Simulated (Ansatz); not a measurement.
# FH5N2Si: the cost of one run

Program: Ansatz 0.2.0. Level of theory: RHF/def2-SVP. These are calculated values, not measurements.

## Step 1: The structure to begin with

Bond lengths: Si1–H2 1.660 Å, Si1–N3 2.020 Å, N3–H4 1.060 Å, N3–H5 1.060 Å, Si1–F6 1.589 Å, Si1–N7 1.819 Å, N7–H8 1.060 Å, N7–H9 1.060 Å. Angles: H2–Si1–N3 45.6°, H2–Si1–F6 121.5°, H2–Si1–N7 121.5°, N3–Si1–F6 122.8°, N3–Si1–N7 122.8°, F6–Si1–N7 109.5°, Si1–N3–H4 114.2°, Si1–N3–H5 114.5°, H4–N3–H5 120.0°, Si1–N7–H8 120.0°, Si1–N7–H9 120.0°, H8–N7–H9 120.0°.

Structure file:

```xyz
9

Si    0.0000    0.0000    0.0000
H     0.8198    0.0000    1.4434
N     1.9526    0.0000    0.5176
H     2.4509   -0.9180    0.3369
H     2.4539    0.9180    0.3453
F    -0.7489    1.2974   -0.5295
N    -0.8572   -1.4851   -0.6061
H    -1.3922   -2.1014    0.0704
H    -0.8219   -1.7344   -1.6357
```

## Step 2: Pulling towards end A

Springs on the bonds that form and break draw the guess towards this end; the thresholds are loose.

Contents of input.yaml:

```yaml
crystal:
  periodic: [false, false, false]
  atoms:
    - { symbol: Si, position_ang: [0.0, 0.0, 0.0] }
    - { symbol: H, position_ang: [0.8198, 0.0, 1.4434] }
    - { symbol: "N", position_ang: [1.9526, 0.0, 0.5176] }
    - { symbol: H, position_ang: [2.4509, -0.918, 0.3369] }
    - { symbol: H, position_ang: [2.4539, 0.918, 0.3453] }
    - { symbol: F, position_ang: [-0.7489, 1.2974, -0.5295] }
    - { symbol: "N", position_ang: [-0.8572, -1.4851, -0.6061] }
    - { symbol: H, position_ang: [-1.3922, -2.1014, 0.0704] }
    - { symbol: H, position_ang: [-0.8219, -1.7344, -1.6357] }
basis:
  gaussian: { orbitals: def2-SVP }
hamiltonian:
  xc: hf
relax:
  f_tol: 0.15
  max_steps: 25
  restrain:
    - { distance: [1, 2], at: 2.26, k: 30.0 }
    - { distance: [0, 1], at: 1.46, k: 30.0 }
    - { distance: [0, 2], at: 1.82, k: 30.0 }
```

Command:

```sh
> ansatz run input.yaml --threads 1 --pin off --max-ram 2048MiB --backend cpu --events-out ev --progress --plain --runs-dir out
```

What time and memory should one allow on 1 thread of Arm Neoverse V2, shared host?

About 25 s, with a peak of 0.15 GiB.
